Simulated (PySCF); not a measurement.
# A diatomic session: TlSn+

An exercise on one series of results from a longer session: the logs are not shown, and one member is left open.

Method: Tl def2-SVP with ECP60, Sn def2-SVP with ECP28, scalar-relativistic core potentials; program: PySCF 2.14.0.

Set-up of the first run:

Settings of the job:

```json
{
 "atoms": "Tl, Sn",
 "charge": "1",
 "basis": "Tl def2-SVP with ECP60, Sn def2-SVP with ECP28",
 "Hamiltonian": "scalar-relativistic core potentials",
 "basis functions": "52",
 "electrons treated": "42",
 "masses in u": "204.9744, 119.9022",
 "levels": "PBE0, PBE, r²SCAN, M06-2X, LDA, PW91, LC-ωPBE, HF, MP2, SCS-MP2, CCSD, CCSD(T)",
 "grid": "80 radial by 434 angular points",
 "occupations": "held fixed by the projection of orbital angular momentum",
 "dissociation limit": "Tl+ + Sn, each in its ground configuration",
 "starting distance in angstrom": "2.880",
 "values of 2S to try": "0, 2"
}
```

The run is started by

```console
$ OMP_NUM_THREADS=1 python dia.py task.json out
```

Steps of the session up to this table: Set-up; First curve: PBE0; Excited determinants; PBE (GGA); r²SCAN (meta-GGA); M06-2X; LDA (local density); PW91 (GGA); LC-ωPBE (range-separated hybrid); UHF; MP2 and coupled cluster.

One of the session's tables, all rows but one given; the rest of the session is left out.

Energy (eV) from each level's lowest point:

| R (Å) | UHF | UHF-MP2 | UHF-SCS-MP2 | UHF-CCSD | UHF-CCSD(T) |
| --- | --- | --- | --- | --- | --- |
| 2.903 | 0.438 | 0.285 | 0.325 | n/a | n/a |
| 3.038 | 0.243 | 0.131 | 0.160 | 0.148 | 0.136 |
| 3.173 | 0.121 | 0.046 | 0.064 | 0.056 | 0.048 |
| 3.275 | 0.064 | 0.013 | 0.025 | 0.019 | 0.014 |
| 3.376 | ? | ? | ? | ? | ? |
| 3.477 | 0.008 | 0.001 | 0.000 | 0.000 | 0.000 |
| 3.612 | 0.000 | 0.018 | 0.010 | 0.013 | 0.017 |
| 3.781 | 0.010 | 0.054 | 0.039 | 0.047 | 0.054 |
| 3.984 | 0.040 | 0.111 | 0.087 | 0.100 | 0.110 |
| 4.254 | 0.092 | 0.192 | 0.160 | n/a | n/a |

**Question.** Estimate the row for R (Å) = 3.376.

Worked estimate for «UHF». A straight line through the neighbours (3.275, 0.064) and (3.477, 0.008) gives 0.064 + (0.008 − 0.064) × (3.376 − 3.275) / (3.477 − 3.275) = 0.036; a parabola fitted to 4 rows on both sides gives 0.028.

**Answer.** UHF: 0.028; UHF-MP2: 0.000; UHF-SCS-MP2: 0.005; UHF-CCSD: 0.002; UHF-CCSD(T): 0.000. In «UHF» the line misses by +0.008 and the parabola by 0.000.

Caveats from the session: At some levels the lowest empty orbital lies below the highest filled one (the two can be of opposite spin).
